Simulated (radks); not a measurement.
**Ionising calcium step by step, Ca to Ca¹⁹⁺**

An exercise on one series of results from a longer session: the logs are not shown, and one member is left open.

The numbers are computed with radks (a radial shooting solver on a logarithmic mesh, Libxc functionals) version 1 (scalar-relativistic Kohn-Sham, PBE, spin-polarised, spherical densities, finite nucleus; open shells are filled with parallel spins first), except any that are marked as measured or tabulated.

### The atom as given

| Item | Value |
| --- | --- |
| element | calcium (Z = 20) |
| charges | 0 to 19 |
| first configuration | [Ar] 4s2 |
| last configuration | 1s1 |

The outer shells:

Ca
```
[Ar] core
4s [↑↓]
```

Ca¹⁹⁺
```
1s [↑ ]
```

The first run:

Input:

```text
Z 20
configuration [Ar] 4s2
relativity scalar-relativistic
functional pbe,pbe
spin polarised
nucleus finite rms 3.4776 fm
c 137.035999084
```

Among the steps run: Ca, [Ar] 4s2.

One table of the session follows, with a row left open; its other results are not shown here.

It belongs to the step «Ca, [Ar] 4s2». Sizes of the orbitals, from the radial functions (bohr):

```
level      <r>  outermost maximum (interpolated)  90 % within  nodes
   1s  0.07685                            0.0503        0.137      0
   2s        ?                                 ?            ?      ?
   2p   0.3278                             0.247        0.541      0
   3s    1.156                             0.994         1.73      2
   3p    1.271                              1.05         1.96      1
   4s    4.020                              3.40         6.02      3
```

Estimate the missing values for 2s.

The run gave: <r>: 0.3643; outermost maximum (interpolated): 0.300; 90 % within: 0.567; nodes: 1. In the column «<r>» it lies between 2p (0.3278) and 3s (1.156).

Caveats from the session: Open shells are spherical and high-spin; term and fine-structure splittings are not resolved.
